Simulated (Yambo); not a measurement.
# BiTe: optical spectrum with PBEsol

The system is BiTe.

```
CELL_PARAMETERS angstrom
2.42271 1.39875 3.31729
-2.42271 1.39875 3.31729
0.00000 -2.79750 3.31729
ATOMIC_POSITIONS crystal
Bi 0.50000 0.50000 0.50000
Te 0.00000 0.00000 0.00000
```

The cell comes from a database or a generator and needn't be the stable form of this composition.

```yaml
Program: Yambo 5.3.0
Task: optical spectrum
Functional: PBEsol
Potentials_or_basis: PseudoDojo 0.4.1 SR PBEsol standard
Cutoff: 1088 eV
Density_cutoff: 4354 eV
k_mesh: 8 × 8 × 8
Occupations: fermi-dirac, width 0.05 eV
Spin: no spin polarisation
k_mesh_of_the_self-consistent_run: 8 × 8 × 8
Direction_of_the_field_or_of_q_to_0: x
Broadening: 0.2 eV
Kernel: adiabatic LDA
Top_of_the_energy_range: 10 eV
Energy_points: 200
Correction_of_the_levels: none
Bands_in_the_response: 36
Cutoff_of_the_response_matrix: 3 Ry
```

```yaml
Band_gap_on_the_k_mesh_mean-field_level: none (metal or under the smearing width)
```

Dielectric function (along the field direction of the input):
```
energy (eV)  real part  imaginary part
       0.25      41.81           68.10
       0.75      -3.91           21.03
       1.26       8.02           16.10
       1.76      -2.09           12.19
       2.26      -1.79            7.93
       2.81      -1.87            5.86
       3.32      -1.89            3.25
       3.82      -0.87            1.98
       4.32       0.28            1.37
       4.82       1.07            1.15
       5.38       2.04            1.58
       5.88       2.17            2.78
       6.38       1.27            3.47
       6.88       1.19            3.28
       7.39      -0.48            3.44
       7.94      -0.58            2.16
       8.44      -0.43            1.65
       8.94      -0.51            1.42
       9.45      -0.13            1.06
      10.00      -0.12            0.91
```

It took 3.6 min on 1 thread of Arm Neoverse V1, on a shared host.

Caveat: the LDA kernel is used on GGA states, which is inconsistent by a few percent; the intraband (Drude) term of the metal is left out; the ground state has no gap, which makes the many-body step unreliable; spectra need much finer meshes, so this one isn't converged; these spectra lack excitons; spin-orbit coupling is left out, which moves the levels of the heavy elements.
